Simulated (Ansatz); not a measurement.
Consider the interaction energy of a dimer with the counterpoise correction of B₂H₄, SMILES BB (Ansatz's Python interface).

`dimer_b2h4.py`:
```python
'''Binding of a B2H4 dimer at a trial geometry.'''

import logging
import sys

import ansatz as az

logging.basicConfig(stream=sys.stdout, format='%(levelname)s:%(name)s:%(message)s')
logger = logging.getLogger('b2h4')
logger.setLevel(logging.INFO)

FIRST = [
    ('B', (-0.2157, -0.8255, -0.0667)),
    ('B', (0.2312, 0.7868, 0.0862)),
    ('H', (-0.6276, -1.397, 0.8582)),
    ('H', (-0.2154, -1.272, -1.1509)),
    ('H', (0.5676, 1.4004, -0.8812)),
    ('H', (0.2601, 1.3075, 1.1545)),
]
SECOND = [
    ('B', (-0.6603, 2.9227, 3.523)),
    ('B', (0.6815, 2.3014, 4.3206)),
    ('H', (-0.8772, 4.0641, 3.5682)),
    ('H', (-1.2544, 2.1819, 2.8352)),
    ('H', (0.9571, 1.1459, 4.2003)),
    ('H', (1.3304, 2.9908, 5.0396)),
]

def energy(atoms, ghosts=()):
    molecule = az.Crystal.molecule()
    for symbol, xyz in atoms:
        molecule = molecule.atom(symbol, xyz)
    calc = (
        molecule.calculation()
        .basis(gaussian='def2-SVP')
        .functional('pbe', dispersion='d3bj')  # level of theory
    )
    deck = calc.input()
    if ghosts:
        deck = deck.set(az.key.basis.gaussian.ghost_atoms, [{'symbol': s, 'position_ang': list(xyz)} for s, xyz in ghosts])
    return az.Session.from_dict(deck).plan().execute().report['free_energy_ev']


def main() -> None:
    # ghost atoms carry the functions of the partner
    both = energy(FIRST + SECOND)
    alone = energy(FIRST) + energy(SECOND)
    ghosted = energy(FIRST, SECOND) + energy(SECOND, FIRST)
    logger.info(f'dimer {both:.6f} eV')
    logger.info(f'interaction, uncorrected   {23.060548 * (both - alone):8.3f} kcal/mol')
    logger.info(f'interaction, counterpoise  {23.060548 * (both - ghosted):8.3f} kcal/mol')
    logger.info(f'basis-set superposition    {23.060548 * (alone - ghosted):8.3f} kcal/mol')


if __name__ == '__main__':
    main()
```

How large is the interaction at this pose, and how much of it is basis-set superposition?

Uncorrected it is -1.311 kcal/mol, with the counterpoise correction -1.112 kcal/mol; the difference, 0.20 kcal/mol, is the superposition error.

The run itself:

```console
$ python dimer_b2h4.py
INFO:b2h4:dimer -2821.892822 eV
INFO:b2h4:interaction, uncorrected     -1.311 kcal/mol
INFO:b2h4:interaction, counterpoise    -1.112 kcal/mol
INFO:b2h4:basis-set superposition       0.199 kcal/mol
```

Total energies depend on the basis set; only differences at equal settings carry meaning. The dimer is a generated trial pose of unrelaxed monomers, not a minimum, so the figure is no binding energy, and the basis set is small. Finished in 5.5 s on 1 thread of Arm Neoverse V2 (shared host), peak memory 0.17 GiB.

(Lines on the test bed's own set-up are left out of the output.)
